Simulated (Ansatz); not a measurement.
# WS2: response to biaxial strain in the a-b plane

The task here is to estimate one member of a computed series from the others.

Computed with Ansatz 0.2.0 (DFT PBEsol+D3(BJ), scalar-relativistic, plane waves, PAW, unless a step's input says otherwise).

3 further runs of the same task are left out: 3 set aside as unsound or not needed.

## The starting structure

The structure is hexagonal, space group P6_3/mmc (No. 194). Conventional cell: a = 3.115 Å, b = 3.115 Å, c = 11.777 Å, α = 90.00°, β = 90.00°, γ = 120.00°. W (site symmetry -6m2) has 6 S at 2.39 Å in its first shell of neighbours. Around S (site symmetry 3m) lie 3 W at 2.39 Å.

Structure file:

```
CELL_PARAMETERS angstrom
3.11459 0.00000 0.00000
-1.55730 2.69732 0.00000
0.00000 0.00000 11.77707
ATOMIC_POSITIONS crystal
W 0.33333 0.66667 0.74986
W 0.66667 0.33333 0.25014
S 0.33333 0.66667 0.11664
S 0.66667 0.33333 0.61636
S 0.33333 0.66667 0.38364
S 0.66667 0.33333 0.88336
```

It goes back to an entry of the Materials Project, which need not be the stable form.

It is the result of an earlier relaxation at this level (volume 16.49 Å³/atom; gap on the mesh: 0.66 eV).

The unstrained cell was computed beforehand with the same settings: E(σ→0) = -24060.5559 eV for 6 atoms, gap 0.65 eV over the zone.

Set-up of the first run:

The input, input.yaml:

```yaml
crystal:
  lattice:
    - [3.083445489, 0.0, 0.0]
    - [-1.5417227445, 2.6703421246, 0.0]
    - [0.0, 0.0, 11.8477314743]
  atoms:
    - { symbol: W, position: [0.3333333333, 0.6666666667, 0.7498630965] }
    - { symbol: W, position: [0.6666666667, 0.3333333333, 0.2501369035] }
    - { symbol: S, position: [0.3333333333, 0.6666666667, 0.1166360657] }
    - { symbol: S, position: [0.6666666667, 0.3333333333, 0.6163640561] }
    - { symbol: S, position: [0.3333333333, 0.6666666667, 0.3836359439] }
    - { symbol: S, position: [0.6666666667, 0.3333333333, 0.8833639343] }
basis:
  ecutwfc: 420
kpoints:
  mp_grid: { grid: [12, 12, 4] }
hamiltonian:
  xc: pbesol
  dispersion: d3bj
scf:
  occupations: { method: gaussian, width: 0.02 }
output:
  forces: true
  stress: true
  eigenvalues: true
relax:
  adjacent_minimum: "off"
  f_tol: 0.008
  max_steps: 40
  cell: { stress_tol: 0.015, fix: [a, b, gamma] }
```

The run is started by

```sh
$ ansatz run input.yaml --threads 1 --pin off --max-ram 2560MiB --backend cpu --events-out ev --progress --plain --runs-dir out
```

Among the steps run: Strain -1.0 %; The gap over the whole zone at -1.0 %; The cell strained by +1.0 %; The gap over the whole zone at +1.0 %; The cell strained by -2.0 %; The gap over the whole zone at -2.0 %; Strain +2.0 %; Band edges over the zone at +2.0 %; Strain -3.0 %; Seeking the band edges at -3.0 %; The cell strained by +3.0 %; Seeking the band edges at +3.0 %.

One of the session's tables, all rows but one given; the rest of the session is left out.

It belongs to the step «Energy, stress and gap against strain». Lengths are those of the vectors of the cell that was run; stresses in GPa:

```
strain (%)  ΔE (meV/atom)  a (Å)  b (Å)   c (Å)
      -3.0           32.5  3.021  3.021  11.893
      -2.0              ?      ?      ?       ?
      -1.0            3.5  3.083  3.083  11.813
      +0.0            0.0  3.115  3.115  11.777
      +1.0            3.3  3.146  3.146  11.735
      +2.0           12.9  3.177  3.177  11.698
      +3.0           28.5  3.208  3.208  11.662
```

Estimate the missing values for strain (%) = -2.0.

Worked estimate for «ΔE (meV/atom)». A straight line through the neighbours (-3.0, 32.5) and (-1.0, 3.5) gives 32.5 + (3.5 − 32.5) × (-2.0 + 3.0) / (-1.0 + 3.0) = 18.0; a parabola fitted to 3 rows on both sides gives 14.3.

The run gave: ΔE (meV/atom): 14.1; a (Å): 3.052; b (Å): 3.052; c (Å): 11.851. In «ΔE (meV/atom)» the line misses by +3.9 and the parabola by +0.2.

ΔE is over the unstrained cell. Stress in GPa, positive in compression, on the Cartesian axes of the input.

Limits of these values: Warnings in the runs' records: structure snapped to symmetry.
